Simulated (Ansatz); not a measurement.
**Li2Pt: properties at the relaxed cell**

The task here is to estimate one member of a computed series from the others.

Computed with Ansatz 0.2.0 (DFT r2SCAN, scalar-relativistic, plane waves, PAW, unless a step's input says otherwise).

1 further run of the same task is left out (set aside as unsound or not needed).

## Starting point

It takes space group P6/mmm (No. 191, hexagonal). Conventional cell: a = 4.183 Å, b = 4.183 Å, c = 2.647 Å, α = 90.00°, β = 90.00°, γ = 120.00°. Around Li (site symmetry -6m2) lie 5 Li at 2.42 to 2.65 Å and 6 Pt at 2.75 Å. Pt (site symmetry 6/mmm) is surrounded by 2 Pt at 2.65 Å and 12 Li at 2.75 Å.

Coordinates:

```cif
data_structure
_symmetry_space_group_name_H-M 'P6/mmm'
_symmetry_Int_Tables_number 191
_cell_length_a 4.1831
_cell_length_b 4.1831
_cell_length_c 2.6467
_cell_angle_alpha 90.000
_cell_angle_beta 90.000
_cell_angle_gamma 120.000
_cell_volume 40.11
loop_
_atom_site_label
_atom_site_type_symbol
_atom_site_symmetry_multiplicity
_atom_site_Wyckoff_symbol
_atom_site_fract_x
_atom_site_fract_y
_atom_site_fract_z
_atom_site_occupancy
Li1 Li 2 d 0.33333 0.66667 0.50000 1
Pt1 Pt 1 a 0.00000 0.00000 0.00000 1
```

This cell was relaxed beforehand with the same method: volume 13.37 Å³/atom, gap on the mesh none (metal).

The first run:

input.yaml reads:

```yaml
crystal:
  lattice:
    - [4.1831499969, 0.0, 0.0]
    - [-2.0915749984, 3.6227141651, 0.0]
    - [0.0, 0.0, 2.6466656581]
  atoms:
    - { symbol: Li, position: [0.3333333333, 0.6666666667, 0.5] }
    - { symbol: Li, position: [0.6666666667, 0.3333333333, 0.5] }
    - { symbol: Pt, position: [0.0, 0.0, 0.0] }
basis:
  ecutwfc: 500
kpoints:
  mp_grid: { grid: [12, 12, 16] }
  band_path:
    path:
      - [[0.0, 0.0, 0.0], [0.5, 0.0, 0.0], [0.33333333, 0.33333333, 0.0], [0.0, 0.0, 0.0], [0.0, 0.0, 0.5], [0.5, 0.0, 0.5], [0.33333333, 0.33333333, 0.5], [0.0, 0.0, 0.5]]
      - [[0.5, 0.0, 0.5], [0.5, 0.0, 0.0]]
      - [[0.33333333, 0.33333333, 0.5], [0.33333333, 0.33333333, 0.0]]
    npoints: 14
hamiltonian:
  xc: r2scan
scf:
  occupations: { method: gaussian, width: 0.1 }
  n_extra_bands: 7
output:
  forces: true
  stress: true
  eigenvalues: true
  populations: true
  dos: { projected: true, de: 0.02, nscf_kmesh: { grid: [18, 18, 24] } }
  bader: true
  write_density: true
  write_potential: true
  elf: true
  volumetric_format: npy
```

The run is started by

```console
> ansatz run input.yaml --threads 1 --pin off --max-ram 2560MiB --backend cpu --events-out ev --progress --plain --runs-dir out
```

Among the steps run: Electronic structure at the relaxed geometry; The cell as listed, for comparison; The cell scaled to 0.97 of its volume; The cell scaled to 1.03 of its volume; Point at V/V0 = 0.94; Volume × 1.06; Volume × 0.91; The cell scaled to 1.10 of its volume; Volume × 0.88.

One table of the session follows, with a row left open; its other results are not shown here.

It belongs to the step «Fit of the equation of state». 

| volume (Å³/atom) | energy above the lowest point (meV/atom) | pressure (GPa) |
| --- | --- | --- |
| 11.765 | 50.3 | 11.12 |
| 12.166 | ? | ? |
| 12.567 | 11.2 | 4.73 |
| 12.968 | 2.6 | 2.18 |
| 13.370 | 0.0 | -0.02 |
| 13.771 | 2.5 | -1.91 |
| 14.172 | 9.3 | -3.54 |
| 14.706 | 24.3 | -5.38 |

**Question.** Estimate the row for volume (Å³/atom) = 12.166.

Worked estimate for «energy above the lowest point (meV/atom)». A straight line through the neighbours (11.765, 50.3) and (12.567, 11.2) gives 50.3 + (11.2 − 50.3) × (12.166 − 11.765) / (12.567 − 11.765) = 30.8; a parabola fitted to 3 rows on both sides gives 27.1.

As computed: energy above the lowest point (meV/atom): 26.7; pressure (GPa): 7.69. In «energy above the lowest point (meV/atom)» the line misses by +4.1 and the parabola by +0.4.

Caveats from the session: The projections leave out shells that the potentials don't hold, such as empty d states.
